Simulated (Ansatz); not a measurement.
Geometry optimisation, DFT PBE, scalar-relativistic, plane waves, PAW in Ansatz.

The input (input.yaml):

```yaml
crystal:
  lattice:
    - [5.727565, 0.0, 0.0]
    - [4.295674, 7.440325, 0.0]
    - [0.0, 0.0, 15.676537]
  atoms:
    - { symbol: Al, position: [0.1666667, 0.1111111, 0.0637896] }
    - { symbol: Al, position: [0.6666667, 0.1111111, 0.0637896] }
    - { symbol: Al, position: [0.1666667, 0.4444444, 0.0637896] }
    - { symbol: Al, position: [0.6666667, 0.4444444, 0.0637896] }
    - { symbol: Al, position: [0.1666667, 0.7777778, 0.0637896] }
    - { symbol: Al, position: [0.6666667, 0.7777778, 0.0637896] }
    - { symbol: Al, position: [-0.1666667, 0.2222222, 0.2129468] }
    - { symbol: Al, position: [0.3333333, 0.2222222, 0.2129468] }
    - { symbol: Al, position: [-0.1666667, 0.5555556, 0.2129468] }
    - { symbol: Al, position: [0.3333333, 0.5555556, 0.2129468] }
    - { symbol: Al, position: [-0.1666667, 0.8888889, 0.2129468] }
    - { symbol: Al, position: [0.3333333, 0.8888889, 0.2129468] }
    - { symbol: Al, position: [0.0, 0.0, 0.362104] }
    - { symbol: Al, position: [0.5, 0.0, 0.362104] }
    - { symbol: Al, position: [0.0, 0.3333333, 0.362104] }
    - { symbol: Al, position: [0.5, 0.3333333, 0.362104] }
    - { symbol: Al, position: [0.0, 0.6666667, 0.362104] }
    - { symbol: Al, position: [0.5, 0.6666667, 0.362104] }
    - { symbol: O, position: [0.7527936, 0.6595262, 0.4437547] }
    - { symbol: H, position: [0.7284461, 0.5593551, 0.4565126] }
    - { symbol: H, position: [0.9385644, 0.6180981, 0.4565126] }
basis:
  ecutwfc: 420.0
kpoints:
  mp_grid: { grid: [5, 4, 1] }
hamiltonian:
  xc: pbe
scf:
  occupations: { method: gaussian, width: 0.15 }
  lower_state_search: "off"
relax:
  f_tol: 0.03
  max_steps: 60
  adjacent_minimum: "off"
  constraints: [{ sites: [0, 1, 2, 3, 4, 5] }]
```

Run as:

```bash
$ ansatz run input.yaml --threads 2 --pin off --max-ram 5120MiB --backend cpu --events-out ev --progress --plain --runs-dir out
```

Task: Where does it end, and by what steps?

Result: The run converged. The force dipped under the threshold on the way, but the program's further checks kept it going. Limits of this set-up: coarse k mesh, thin slab, slab without dipole correction, no dispersion correction for a molecule that may bind weakly. After 25 steps the energy has fallen by 3.861 eV; H21 moved furthest, 2.01 Å. Parted: Al17–O19, Al17–H21.

```csv
step,energy less start (eV),largest force component (eV/Å),accepted
0,0.0000,4.222,yes
1,-1.3180,2.497,yes
2,-2.1815,2.061,yes
3,-2.6605,1.438,yes
4,-2.9861,1.354,yes
5,-3.2220,1.143,yes
6,-3.4124,0.712,yes
7,-3.5632,1.081,yes
8,-3.6624,1.156,yes
9,-3.7384,0.763,yes
10,-3.7884,0.497,yes
11,-3.8261,0.194,yes
12,-3.8480,0.148,yes
13,-3.8578,0.073,yes
14,-3.8576,0.072,no
15,-3.8578,0.073,yes
16,-3.8575,0.074,no
17,-3.8594,0.027,yes
18,-3.8601,0.091,yes
19,-3.8606,0.023,yes
20,-3.8606,0.023,yes
21,-3.8608,0.036,yes
22,-3.8609,0.062,yes
23,-3.8610,0.043,yes
24,-3.8611,0.013,yes
25,-3.8611,0.013,yes
```

```xyz
21
Lattice="5.7276 0.0000 0.0000 4.2957 7.4403 0.0000 0.0000 0.0000 15.6765" Properties=species:S:1:pos:R:3
Al 1.432 0.827 1.000
Al 4.296 0.827 1.000
Al 2.864 3.307 1.000
Al 5.728 3.307 1.000
Al 4.296 5.787 1.000
Al 7.159 5.787 1.000
Al 0.002 1.653 3.319
Al 2.863 1.656 3.317
Al 1.410 4.138 3.346
Al 4.303 4.133 3.328
Al 2.858 6.608 3.315
Al 5.723 6.593 3.331
Al -0.002 -0.013 5.621
Al 2.861 -0.008 5.625
Al 1.422 2.470 5.629
Al 4.298 2.467 5.631
Al 2.860 4.958 5.616
Al 5.699 4.959 5.835
O 5.819 4.902 8.080
H 6.133 3.990 8.241
H 6.593 5.471 8.263
```

Time of the run: 94 s on 2 threads of AMD EPYC 9R45 96-Core Processor (Zen 5), with other jobs on the host, peak memory 1 GiB.
